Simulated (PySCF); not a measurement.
# C₃H₆STe− (doublet): EPR parameters, part 2 of 2

PySCF 2.14.0. Atoms count from 0. Earlier steps stand in the parts before.

## (5) EPR parameters: BHandHLYP/pcH-1 Te:dyall-v2z (BHandHLYP), spin–orbit

The job: settings as JSON, then the geometry in Å.

```
{"job": {"kind": "hepr", "xc": "BHandHLYP", "basis": {"default": "pcH-1", "Te": "dyall-v2z"}, "rel": "so"}, "charge": -1, "multiplicity": 2}
C     -1.192113     0.534583    -0.868999
C     -0.377002    -0.631220    -0.392137
S     -0.215072    -1.984139    -1.405805
C      0.375089    -0.474812     0.768780
Te     2.447744     0.880965     0.324633
H     -1.788818     0.258380    -1.736519
H     -0.528219     1.362207    -1.150413
H     -1.855416     0.900523    -0.078957
H     -0.014059     0.199101     1.521815
H      0.832019    -1.363750     1.176865
H      2.321271     1.675623     1.814773
```

With the program's defaults for keys left out, this is: BHandHLYP/pcH-1 Te:dyall-v2z EPR parameters from three collinear SCF solutions, X2C with spin-orbit coupling, screened-nuclear two-electron part, Gaussian nuclei, gas phase.

Log:

```text
spin-free SCF
coarse grid: 44720 points
cycle   1  E = -7310.8530987238  dE =  4.604e-02  |g| = 3.134e-01  |ddm| = 2.078e+00
cycle   2  E = -7310.8804764245  dE = -2.738e-02  |g| = 2.676e-01  |ddm| = 9.079e-01
cycle   3  E = -7310.9163738150  dE = -3.590e-02  |g| = 4.995e-02  |ddm| = 4.462e-01
cycle   4  E = -7310.9172511068  dE = -8.773e-04  |g| = 3.167e-02  |ddm| = 8.591e-02
cycle   5  E = -7310.9178249423  dE = -5.738e-04  |g| = 6.407e-03  |ddm| = 4.564e-02
cycle   6  E = -7310.9178831826  dE = -5.824e-05  |g| = 3.245e-03  |ddm| = 1.600e-02
cycle   7  E = -7310.9179025525  dE = -1.937e-05  |g| = 2.065e-03  |ddm| = 9.393e-03
cycle   8  E = -7310.9179120987  dE = -9.546e-06  |g| = 9.069e-04  |ddm| = 7.963e-03
final grid: 91648 points
cycle   9  E = -7310.9182260366  dE = -2.720e-06  |g| = 6.359e-04  |ddm| = 2.949e-03
cycle  10  E = -7310.9182266401  dE = -6.035e-07  |g| = 8.478e-04  |ddm| = 2.206e-03
cycle  11  E = -7310.9182270446  dE = -4.045e-07  |g| = 2.605e-04  |ddm| = 9.032e-04
cycle  12  E = -7310.9182274042  dE = -3.596e-07  |g| = 1.311e-04  |ddm| = 2.155e-03
cycle  13  E = -7310.9182274348  dE = -3.062e-08  |g| = 4.332e-05  |ddm| = 6.016e-04
cycle  14  E = -7310.9182274377  dE = -2.924e-09  |g| = 1.406e-05  |ddm| = 1.767e-04
converged SCF energy = -7310.9182274377
two-component SCF, magnetisation along principal axis 1
cycle   1  E = -7310.0902114619  dE = -7.310e+03  |FDS-SDF| = 1.134e+02
cycle   2  E = -7312.0021325437  dE = -1.912e+00  |FDS-SDF| = 7.288e-01
cycle   3  E = -7312.0044743269  dE = -2.342e-03  |FDS-SDF| = 2.786e-02
cycle   4  E = -7312.0047175607  dE = -2.432e-04  |FDS-SDF| = 8.812e-03
cycle   5  E = -7312.0048120377  dE = -9.448e-05  |FDS-SDF| = 5.677e-03
cycle   6  E = -7312.0048671946  dE = -5.516e-05  |FDS-SDF| = 3.109e-03
cycle   7  E = -7312.0048988809  dE = -3.169e-05  |FDS-SDF| = 1.175e-03
cycle   8  E = -7312.0049024551  dE = -3.574e-06  |FDS-SDF| = 6.742e-04
cycle   9  E = -7312.0049036659  dE = -1.211e-06  |FDS-SDF| = 3.574e-04
cycle  10  E = -7312.0049038937  dE = -2.278e-07  |FDS-SDF| = 1.431e-04
cycle  11  E = -7312.0049039333  dE = -3.960e-08  |FDS-SDF| = 6.396e-05
cycle  12  E = -7312.0049039449  dE = -1.159e-08  |FDS-SDF| = 4.070e-05
converged, E = -7312.0049039449
two-component SCF, magnetisation along principal axis 2
cycle   1  E = -7310.0902114619  dE = -7.310e+03  |FDS-SDF| = 1.134e+02
cycle   2  E = -7312.0021318499  dE = -1.912e+00  |FDS-SDF| = 7.288e-01
cycle   3  E = -7312.0044733720  dE = -2.342e-03  |FDS-SDF| = 2.785e-02
cycle   4  E = -7312.0047163761  dE = -2.430e-04  |FDS-SDF| = 8.797e-03
cycle   5  E = -7312.0048105778  dE = -9.420e-05  |FDS-SDF| = 5.659e-03
cycle   6  E = -7312.0048654093  dE = -5.483e-05  |FDS-SDF| = 3.089e-03
cycle   7  E = -7312.0048967058  dE = -3.130e-05  |FDS-SDF| = 1.160e-03
cycle   8  E = -7312.0049001907  dE = -3.485e-06  |FDS-SDF| = 6.653e-04
cycle   9  E = -7312.0049013748  dE = -1.184e-06  |FDS-SDF| = 3.538e-04
cycle  10  E = -7312.0049015986  dE = -2.238e-07  |FDS-SDF| = 1.405e-04
cycle  11  E = -7312.0049016362  dE = -3.759e-08  |FDS-SDF| = 5.995e-05
cycle  12  E = -7312.0049016455  dE = -9.300e-09  |FDS-SDF| = 3.422e-05
converged, E = -7312.0049016455
two-component SCF, magnetisation along principal axis 3
cycle   1  E = -7310.0902114619  dE = -7.310e+03  |FDS-SDF| = 1.134e+02
cycle   2  E = -7312.0021324955  dE = -1.912e+00  |FDS-SDF| = 7.288e-01
cycle   3  E = -7312.0044745197  dE = -2.342e-03  |FDS-SDF| = 2.785e-02
cycle   4  E = -7312.0047177444  dE = -2.432e-04  |FDS-SDF| = 8.797e-03
cycle   5  E = -7312.0048119896  dE = -9.425e-05  |FDS-SDF| = 5.655e-03
cycle   6  E = -7312.0048667653  dE = -5.478e-05  |FDS-SDF| = 3.080e-03
cycle   7  E = -7312.0048978515  dE = -3.109e-05  |FDS-SDF| = 1.148e-03
cycle   8  E = -7312.0049012523  dE = -3.401e-06  |FDS-SDF| = 6.572e-04
cycle   9  E = -7312.0049024010  dE = -1.149e-06  |FDS-SDF| = 3.503e-04
cycle  10  E = -7312.0049026201  dE = -2.190e-07  |FDS-SDF| = 1.404e-04
cycle  11  E = -7312.0049026581  dE = -3.809e-08  |FDS-SDF| = 6.184e-05
cycle  12  E = -7312.0049026685  dE = -1.040e-08  |FDS-SDF| = 3.665e-05
converged, E = -7312.0049026685

g tensor 1.97612 1.99385 2.16015   isotropic 2.04337

Hyperfine (MHz)
atom isotope      a_iso        A1        A2        A3
  0    13C       -9.41     -10.33      -9.57      -8.34
  1    13C       32.37       8.84       9.59      78.68
  2    33S       10.63     -15.17     -14.85      61.91
  3    13C       92.94      84.96      86.35     107.50
  4  125Te     -853.57   -1811.48    -546.64    -202.60
  5     1H        0.93      -0.81      -0.62       4.23
  6     1H       22.77      20.34      21.64      26.34
  7     1H       13.99      11.63      12.29      18.05
  8     1H       -0.02      -7.14      -1.33       8.41
  9     1H       -6.40     -12.32      -7.49       0.61
 10     1H      -24.29     -27.75     -24.75     -20.38

Field gradients (au) and densities at the nuclei (bohr^-3)
atom        Vxx        Vyy        Vzz        centre      nuclear mean
  0 C      0.0084     0.0354    -0.0437        125.995        125.993
  1 C     -0.0627    -0.2126     0.2753        126.146        126.143
  2 S      0.3059     1.9248    -2.2307       2359.691       2366.899
  3 C     -0.1116    -0.1863     0.2978        126.164        126.162
  4 Te     0.7618     7.5034    -8.2652     224842.835     218018.002
  5 H     -0.1491    -0.1545     0.3036          0.489          0.489
  6 H     -0.1403    -0.1470     0.2873          0.480          0.480
  7 H     -0.1450    -0.1558     0.3009          0.489          0.489
  8 H     -0.1510    -0.1690     0.3199          0.492          0.492
  9 H     -0.1537    -0.1680     0.3217          0.490          0.490
 10 H     -0.0634    -0.0768     0.1402          0.391          0.391
without picture change
  4 Te                          -8.9755                    485406.610
```

It took 10 min on 1 thread of Intel Xeon at 2.50GHz, shared host; peak memory 1.4 GiB.

In short:

```
quantity   value
  g(iso)  2.0434
```

## (6) What came out

This closing draws on all 2 parts.

```
                                                             quantity                                           value
          g(iso) (step 2, BP86/pcH-1 Te:dyall-v2z (BP86), spin–orbit)                                          2.0508
          a(iso) (step 2, BP86/pcH-1 Te:dyall-v2z (BP86), spin–orbit)   125Te Te4 -497.7, 13C C3 79.9, 1H H6 22.7 MHz
            g(iso) (step 3, PBE/pcH-1 Te:dyall-v2z (PBE), spin–orbit)                                          2.0514
            a(iso) (step 3, PBE/pcH-1 Te:dyall-v2z (PBE), spin–orbit)   125Te Te4 -471.0, 13C C3 80.3, 1H H6 22.9 MHz
        g(iso) (step 4, B3LYP/pcH-1 Te:dyall-v2z (B3LYP), spin–orbit)                                          2.0472
        a(iso) (step 4, B3LYP/pcH-1 Te:dyall-v2z (B3LYP), spin–orbit)   125Te Te4 -650.2, 13C C3 87.7, 1H H6 22.3 MHz
g(iso) (step 5, BHandHLYP/pcH-1 Te:dyall-v2z (BHandHLYP), spin–orbit)                                          2.0434
a(iso) (step 5, BHandHLYP/pcH-1 Te:dyall-v2z (BHandHLYP), spin–orbit)  125Te Te4 -853.6, 13C C3 92.9, 13C C1 32.4 MHz
```

The values above hold for this geometry and these levels alone.
